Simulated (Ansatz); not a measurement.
# C3H8BGa: one species, many methods

One table from this session's results is given with a row withheld; the runs are named, their logs left out.

Program: Ansatz 0.2.0, Gaussian basis. Level of theory: functionals in def2-TZVPP, the program's frozen cores in correlated methods. These are calculated values, not measurements.

Levels to be run: PBE-D4, r2SCAN-D4, PBE0-D4, B3LYP-D4, ωB97X-V, ωB97M-V, B2PLYP; CCSD(T)/def2-TZVPP; MP2/def2-QZVPP; extrapolation to the limit.

**Structure used throughout**

All runs share one geometry, relaxed beforehand with PBE0-D4 in a triple-zeta def2 set.

13 atoms, charge 0, spin multiplicity 1.

Atoms are counted from 1 here; the program's logs count them from 0.

Bond lengths: C1–C2 1.508 Å, C1–H6 1.095 Å, C1–H7 1.092 Å, C1–H8 1.093 Å, C2–B3 1.540 Å, C2–Ga5 2.039 Å, C2–H9 1.108 Å, B3–C4 1.560 Å, B3–H10 1.204 Å, C4–Ga5 2.002 Å, C4–H11 1.085 Å, C4–H12 1.097 Å, Ga5–H13 1.549 Å. Angles: C2–C1–H6 111.4°, C2–C1–H7 110.7°, C2–C1–H8 112.9°, H6–C1–H7 107.0°, H6–C1–H8 107.1°, H7–C1–H8 107.5°, C1–C2–B3 125.8°, C1–C2–Ga5 132.3°, C1–C2–H9 112.3°, B3–C2–Ga5 74.7°, B3–C2–H9 113.3°, Ga5–C2–H9 89.9°, C2–B3–C4 112.5°, C2–B3–H10 120.7°, C4–B3–H10 121.8° and more.

The first run:

Contents of in.yaml:

```yaml
crystal:
  periodic: [false, false, false]
  atoms:
    - {symbol: C, position_ang: [-1.353482, 1.434837, 0.348284]}
    - {symbol: C, position_ang: [-0.223153, 0.570093, -0.149402]}
    - {symbol: B, position_ang: [-0.320868, -0.924840, -0.504461]}
    - {symbol: C, position_ang: [1.078808, -1.577338, -0.728762]}
    - {symbol: Ga, position_ang: [1.351316, -0.313213, 0.799336]}
    - {symbol: H, position_ang: [-1.948833, 1.829682, -0.481772]}
    - {symbol: H, position_ang: [-2.031582, 0.856917, 0.980451]}
    - {symbol: H, position_ang: [-1.008719, 2.292115, 0.932650]}
    - {symbol: H, position_ang: [0.482332, 1.129521, -0.795858]}
    - {symbol: H, position_ang: [-1.276693, -1.575235, -0.169047]}
    - {symbol: H, position_ang: [1.228719, -2.651124, -0.691121]}
    - {symbol: H, position_ang: [1.725023, -1.121757, -1.489840]}
    - {symbol: H, position_ang: [2.317532, 0.015640, 1.964339]}
basis:
  gaussian: {orbitals: def2-TZVPP}
hamiltonian: {xc: pbe, dispersion: d4}
output: {forces: true, orbitals: {seedname: orbitals}}
```

Launch:

```bash
> ansatz run in.yaml --threads 4 --pin off --events-out ev --progress --plain --max-ram 10444MiB
```

Steps of the session up to this table: PBE-D4 (GGA); r2SCAN-D4 (meta-GGA); PBE0-D4 (hybrid); B3LYP-D4 (hybrid); ωB97X-V (range-separated); ωB97M-V (range-separated); B2PLYP (double hybrid); CCSD(T) in def2-TZVPP; MP2 in def2-QZVPP.

One table of the session follows, with a row left open; its other results are not shown here.

| method | atomisation energy (kJ/mol) |
| --- | --- |
| PBE-D4 | 4849.9 |
| r2SCAN-D4 | 4801.1 |
| PBE0-D4 | 4805.4 |
| B3LYP-D4 | 4751.7 |
| ωB97X-V | 4772.8 |
| ωB97M-V | ? |
| B2PLYP | 4714.1 |
| HF/def2-TZVPP | 3593.0 |
| MP2/def2-TZVPP | 4735.2 |
| CCSD/def2-TZVPP | 4605.8 |
| CCSD(T)/def2-TZVPP | 4670.2 |
| MP2/CBS | 4826.6 |
| CCSD(T)/CBS | 4761.6 |

**Question.** Estimate the row for ωB97M-V.

The run gave: atomisation energy (kJ/mol): 4773.6. In the column «atomisation energy (kJ/mol)» it lies between ωB97X-V (4772.8) and r2SCAN-D4 (4801.1).
